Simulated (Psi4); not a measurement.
# UPBE/6-31+G(d,p) (spherical functions, sweep point 5) run of SiHClOF (SMILES O[Si](F)Cl)

What is the vertical ionisation energy of SiHClOF at UPBE/6-31+G** (spherical functions, sweep point 5)? 

The results are computed with Psi4 1.11.

**1. The molecule**

The species is SiHClOF (5 atoms), meant as a doublet with charge 0. As SMILES, `O[Si](F)Cl`. The shape is that of a PBE0-D4/def2-TZVP optimisation. This is one conformer, not always the lowest.

Bond lengths: O1–Si2 1.630 Å, Si2–F3 1.596 Å, Si2–Cl4 2.040 Å, O1–H5 0.960 Å. Angles: O1–Si2–F3 109.7°, O1–Si2–Cl4 106.8°, F3–Si2–Cl4 108.8°, Si2–O1–H5 117.9°.

**2. A single-point energy at UPBE/6-31+G(d,p) (spherical functions, sweep point 5)**

The input, job.dat:

```
memory 1.6 GB

molecule geom {
  0 2
  O     -0.00661404     2.15674443    -0.02551130
  Si     0.14796556    -0.80634614     0.80445641
  F      1.85098674    -2.32833156    -1.16558307
  Cl    -3.44893915    -2.18773593     0.66745127
  H      1.55070926     3.02658536    -0.35867002
  units au
  symmetry c1
}

set globals {
  basis                6-31+G**
  reference            uks
  puream               true
  scf_type             pk
  dft_radial_points    99
  dft_spherical_points 590
  maxiter              150
}

energy_value, wavefunction = energy('pbe', return_wfn=True)
print_variables()
```

The run is started by

```bash
$ psi4 -i job.dat -o job.out -n 1
```

job.out:

```text
[...]
  Running in c1 symmetry.
[...]
  Nuclear repulsion =  217.611250544756160
[...]
  Multiplicity = 2
[...]
  Nalpha       = 25
  Nbeta        = 24
[...]
    Number of basis functions: 85
[...]
   @UKS iter   1:  -924.64346434948357    1.86910e-02   1.00934e-02 ADIIS/DIIS
[...]
   @UKS iter  10:  -924.92805949827050   -2.56098e-08   4.24016e-07 DIIS
[...]
   @S^2 Observed:                7.514283134E-01
[...]
    Orbital Energies [Eh]
    ---------------------
    Alpha Occupied:
       1A   -100.674995     2A    -65.517158     3A    -24.297966
       4A    -18.820435     5A     -9.190205     6A     -7.013295
       7A     -7.005512     8A     -7.005073     9A     -5.150782
      10A     -3.563404    11A     -3.562621    12A     -3.561615
      13A     -1.116030    14A     -0.966852    15A     -0.776485
      16A     -0.547538    17A     -0.482125    18A     -0.421483
      19A     -0.410807    20A     -0.392180    21A     -0.364743
      22A     -0.334924    23A     -0.310562    24A     -0.306887
      25A     -0.211032
    Alpha Virtual:
[...]
  @UKS Final Energy:  -924.92805949827050
   => Energetics <=
    Nuclear Repulsion Energy =            217.6112505447561603
    One-Electron Energy =               -1713.0303954770588462
    Two-Electron Energy =                 638.6474176062889683
    DFT Exchange-Correlation Energy =     -68.1563321722567537
    Empirical Dispersion Energy =           0.0000000000000000
    VV10 Nonlocal Energy =                  0.0000000000000000
    Total Energy =                       -924.9280594982704997
[...]
 Multipole Moments:
 ------------------------------------------------------------------------------------
     Multipole            Electronic (a.u.)      Nuclear  (a.u.)        Total (a.u.)
 ------------------------------------------------------------------------------------
 L = 1.  Multiply by 2.5417464519 to convert [e a0] to [Debye]
 Dipole X            :         -0.4656514            1.1356705            0.6700191
 Dipole Y            :         -2.6778679            3.2137269            0.5358589
 Dipole Z            :         -0.0239560            0.1995461            0.1755901
 Magnitude           :                                                    0.8757295
[...]
```

It took 9.6 s on 1 thread of Intel Xeon 6975P-C (Granite Rapids), shared host; peak memory 0.9 GiB.

**3. The singlet cation**

The input, job.inp:

```
memory 1600 MB

molecule m {
  1 1
  O     -0.00661404     2.15674443    -0.02551130
  Si     0.14796556    -0.80634614     0.80445641
  F      1.85098674    -2.32833156    -1.16558307
  Cl    -3.44893915    -2.18773593     0.66745127
  H      1.55070926     3.02658536    -0.35867002
  units au
  symmetry c1
}

set basis 6-31+G**
set puream true
set scf_type pk
set dft_radial_points 99
set dft_spherical_points 590

e, wfn = energy('pbe', return_wfn=True)
```

The run is started by

```bash
$ psi4 job.inp job.out -n 1
```

job.out:

```text
[...]
  Running in c1 symmetry.
[...]
  Nuclear repulsion =  217.611250544756160
[...]
  Multiplicity = 1
[...]
  Nalpha       = 24
  Nbeta        = 24
[...]
    Number of basis functions: 85
[...]
   @RKS iter   1:  -924.33235707566269    3.29798e-01   9.51825e-03 DIIS/ADIIS
[...]
   @RKS iter  10:  -924.59308242960594   -4.89856e-08   7.60588e-07 DIIS
[...]
    Orbital Energies [Eh]
    ---------------------
    Doubly Occupied:
       1A   -100.930863     2A    -65.822897     3A    -24.548770
       4A    -19.078776     5A     -9.442487     6A     -7.268248
       7A     -7.257300     8A     -7.255815     9A     -5.450379
      10A     -3.865306    11A     -3.861249    12A     -3.859842
      13A     -1.358042    14A     -1.211971    15A     -1.016209
      16A     -0.789769    17A     -0.721680    18A     -0.659431
      19A     -0.648360    20A     -0.630741    21A     -0.604782
      22A     -0.572574    23A     -0.541785    24A     -0.535377
[...]
  @RKS Final Energy:  -924.59308242960594
   => Energetics <=
    Nuclear Repulsion Energy =            217.6112505447561603
    One-Electron Energy =               -1700.4511858165863032
    Two-Electron Energy =                 626.0451407017628753
    DFT Exchange-Correlation Energy =     -67.7982878595386040
    Empirical Dispersion Energy =           0.0000000000000000
    VV10 Nonlocal Energy =                  0.0000000000000000
    Total Energy =                       -924.5930824296059427
[...]
 Multipole Moments:
 ------------------------------------------------------------------------------------
     Multipole            Electronic (a.u.)      Nuclear  (a.u.)        Total (a.u.)
 ------------------------------------------------------------------------------------
 L = 1.  Multiply by 2.5417464519 to convert [e a0] to [Debye]
 Dipole X            :         -0.0777337            1.1356705            1.0579368
 Dipole Y            :         -2.4740453            3.2137269            0.7396815
 Dipole Z            :          0.6596629            0.1995461            0.8592090
 Magnitude           :                                                    1.5506770
[...]
```

Wall time 7.2 s (1 thread of Intel Xeon 6975P-C (Granite Rapids), shared host); peak memory 0.9 GiB.

**4. Summary of results**

At UPBE/6-31+G** (spherical functions, sweep point 5):

```
                                           quantity          value
                      doublet SiHClOF: total energy  -924.92806 Eh
                     doublet SiHClOF: dipole moment         2.23 D
doublet SiHClOF: HOMO energy (highest over α and β)       -5.74 eV
 doublet SiHClOF: LUMO energy (lowest over α and β)       -4.00 eV
                              doublet SiHClOF: ⟨S²⟩          0.751
                       singlet cation: total energy  -924.59308 Eh
                        singlet cation: HOMO energy      -14.57 eV
                        singlet cation: LUMO energy      -12.32 eV
                      singlet cation: HOMO–LUMO gap        2.24 eV
 vertical ionisation energy (to the singlet cation)       9.115 eV
```

What this shows: Removing an electron at fixed nuclei costs 9.12 eV (210 kcal/mol). Only the singlet of the ionised species was computed; a triplet could lie lower.
